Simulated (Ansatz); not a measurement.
# C2H5ClOSi: ladder of methods at one geometry, by script

How do the methods compare on C2H5ClOSi, in result and in cost? Aim: a ladder of methods at one geometry, for C2H5ClOSi, run from a script. SMILES: C=CO[SiH2]Cl.

All numbers are computed with Ansatz 0.2.0, driven from Python. The levels of theory stand in the script.

### Step 1. The system

Bond lengths: C1–C2 1.335 Å, C2–O3 1.370 Å, O3–Si4 1.662 Å, Si4–Cl5 2.045 Å, C1–H6 1.085 Å, C1–H7 1.084 Å, C2–H8 1.083 Å, Si4–H9 1.485 Å, Si4–H10 1.485 Å. Angles: C1–C2–O3 121.2°, C1–C2–H8 121.7°, O3–C2–H8 117.0°, C2–C1–H6 120.9°, C2–C1–H7 121.1°, H6–C1–H7 118.0°, C2–O3–Si4 121.1°, O3–Si4–Cl5 106.8°, O3–Si4–H9 110.9°, O3–Si4–H10 110.9°, Cl5–Si4–H9 108.6°, Cl5–Si4–H10 108.6°, H9–Si4–H10 110.9°.

The script holds or builds the structure itself.

### Step 2. The code

The input, c2h5closi_methods.py:

```python
"""C2H5ClOSi at several levels of theory."""

from pathlib import Path

import ansatz as az
from ase import Atoms
import numpy as np


def main() -> None:
    atoms = Atoms(["C", "C", "O", "Si", "Cl", "H", "H", "H", "H", "H"], positions=[
        (-2.0479, 0.3871, 0.4781),
        (-0.9077, 0.049, -0.1275),
        (0.2968, 0.1552, 0.5156),
        (1.7145, -0.2668, -0.2418),
        (3.2214, 0.0603, 1.1008),
        (-2.0489, 0.7559, 1.4989),
        (-3.0004, 0.3021, -0.0333),
        (-0.8914, -0.3205, -1.1459),
        (1.7119, -1.7061, -0.6089),
        (1.9517, 0.584, -1.436),
    ])
    system = az.Crystal.molecule_from_ase(atoms)

    calculation = system.calculation().basis(gaussian="cc-pVDZ")

    print("functional    E (Ha)        dipole (D)   HOMO (eV)  LUMO (eV)")
    for name in ["pbe", "r2scan0", "hse06", "lc_wpbe"]:
        report = calculation.functional(name).forces().orbitals().run(threads=1, runs_dir="runs").report
        lines = Path(report["orbitals_path"]).read_text().splitlines()
        field_of = lambda key: [line.split("=")[1].strip() for line in lines if line.startswith(key)]
        orbitals = [(27.211386 * float(e), s, float(n)) for e, s, n in zip(field_of("Ene="), field_of("Spin="), field_of("Occup="))]
        homo = max(e for e, _, n in orbitals if n > 0.5)
        lumo = min(e for e, _, n in orbitals if n < 0.5)
        dipole = 4.803205 * np.linalg.norm(report["charge_distribution"]["dipole_moment_e_ang"])
        print(f"{name:10s} {report['free_energy_ev'] / 27.211386246:14.6f} {dipole:9.3f} {homo:11.3f} {lumo:10.3f}")


if __name__ == "__main__":
    main()
```

### Step 3. The calls as engine input

The engine receives this input (first run):

```yaml
crystal:
  periodic: [false, false, false]
  atoms:
    - { symbol: C, position_ang: [-2.0479, 0.3871, 0.4781] }
    - { symbol: C, position_ang: [-0.9077, 0.049, -0.1275] }
    - { symbol: O, position_ang: [0.2968, 0.1552, 0.5156] }
    - { symbol: Si, position_ang: [1.7145, -0.2668, -0.2418] }
    - { symbol: Cl, position_ang: [3.2214, 0.0603, 1.1008] }
    - { symbol: H, position_ang: [-2.0489, 0.7559, 1.4989] }
    - { symbol: H, position_ang: [-3.0004, 0.3021, -0.0333] }
    - { symbol: H, position_ang: [-0.8914, -0.3205, -1.1459] }
    - { symbol: H, position_ang: [1.7119, -1.7061, -0.6089] }
    - { symbol: H, position_ang: [1.9517, 0.584, -1.436] }
basis:
  gaussian:
    orbitals: cc-pVDZ
hamiltonian:
  xc: pbe
output:
  orbitals: {}
  forces: true
```

### Step 4. The run

Run with:

```sh
python c2h5closi_methods.py
```

The log of the run:

```text
functional    E (Ha)        dipole (D)   HOMO (eV)  LUMO (eV)
pbe           -903.658285     1.756      -5.760     -0.509
r2scan0       -904.023612     2.066      -7.188      0.609
hse06         -903.717673     1.982      -6.598      0.014
lc_wpbe       -903.868821     2.128      -9.734      2.701
```

It took 20 s on 1 thread of Arm Neoverse V2, shared host; peak memory 0.31 GiB.

### Step 5. Inputs of later runs

The engine's inputs for the other runs:

Run 2, against run 1:

```diff
@@ -18 +18 @@
-  xc: pbe
+  xc: r2scan0
```

Run 3, against run 1:

```diff
@@ -18 +18 @@
-  xc: pbe
+  xc: hse06
```

Run 4, against run 1:

```diff
@@ -18 +18 @@
-  xc: pbe
+  xc: lc_wpbe
```

### Step 6. The engine's runs

From the records of these 4 runs:

```csv
run,functional,energy (eV),SCF cycles,CPU time (s)
1,pbe,-24589.7946,19,3.1
2,r2scan0,-24599.7357,18,7.5
3,hse06,-24591.4107,17,4.7
4,lc_wpbe,-24595.5236,17,3.8
```

Totals under unlike functionals or potentials can't be compared directly.

The fields below are those of run 1.

### Step 7. The molecule's orbitals and density

The fields below are evaluated on a grid from the run's orbitals.

Frontier orbitals at PBE/cc-pVDZ, with the share of their density that lies nearest to each atom:

```csv
orbital,energy (eV),lies on
HOMO,-5.76,C1 37 %; O3 24 %; C2 22 %
LUMO,-0.51,"C1, C2 about 32 % each; H6, H7, H8 about 8 % each; O3 7 %"
```

ELF in a plane through or near 8 of the atoms.

Ten even steps from ' ' (0.00) to '@' (1.00):
```
                                                        
                                                        
          ..----::..                                    
      ..::++**##**==..              ..::..              
    ..--**%%%%%%%%**..            ::%%@@%%==            
    ::**##**..::%%**    ..==--    --@@@@@@%%::          
    --##%%--%%::##++  ..++%%##::  --@@@@@@%%::          
    --##%%%%--==%%++::--##%%%%--  --%%@@@@++            
    ::++######%%++....++##==##====++----**==..          
      ::--======::%%++::%%**%%====%%--==%%@@%%++::      
      ......::::::****..##****--..##++==@@@@@@%%==      
              ::........::..++++--++==**@@@@@@@@++      
              ::====::..  ::@@@@@@**  ::@@@@@@%%--      
              ....::::    ==@@@@@@%%    ==%%##::        
                          --@@@@@@##      ..            
                            ##%%##==                    
                            ......                      
                                                        
                                                        
                                                        
```
The map spans 11.3 Å across and 8.3 Å up, centred on the molecule. Atoms in the plane (x, y in Å): C1 (2.1, 0.3), C2 (0.9, -0.2), O3 (-0.2, 0.6), Si4 (-1.8, -0.1), Cl5 (-3.0, 1.5), H6 (2.3, 1.3), H7 (3.0, -0.4), H8 (0.7, -1.3).

On the surface of density 0.002 e/bohr³ the electrostatic potential runs, from the 1st to the 99th percentile, from -0.81 V near O3 to 1.44 V near H8.

### Step 8. What came out

| quantity | value |
| --- | --- |
| runs compared | 4 |
| HOMO-LUMO gap of the mean field (PBE/cc-pVDZ) | 5.25 eV |

**Reading.** All 4 runs converged, in 17 to 19 cycles. Notes:
- The geometry is a force-field or estimated start, not a minimum of this method, and the basis set is short of its limit. A lower total doesn't mark the better method: functionals have no common bound, and MP2 and coupled cluster aren't variational.
- Levels such as HOMO and LUMO are orbital energies: with these approximate functionals they aren't the ionisation energy and electron affinity, and their gap isn't the fundamental gap.
- For Al to Cl the sets with a tight d function, cc-pV(X+d)Z, are usual.
- hse06 follows the composition of plane-wave codes, whose totals differ by tens of mHa, up to about 0.1 Ha, from the form usual in Gaussian-basis programs (wpbeh).
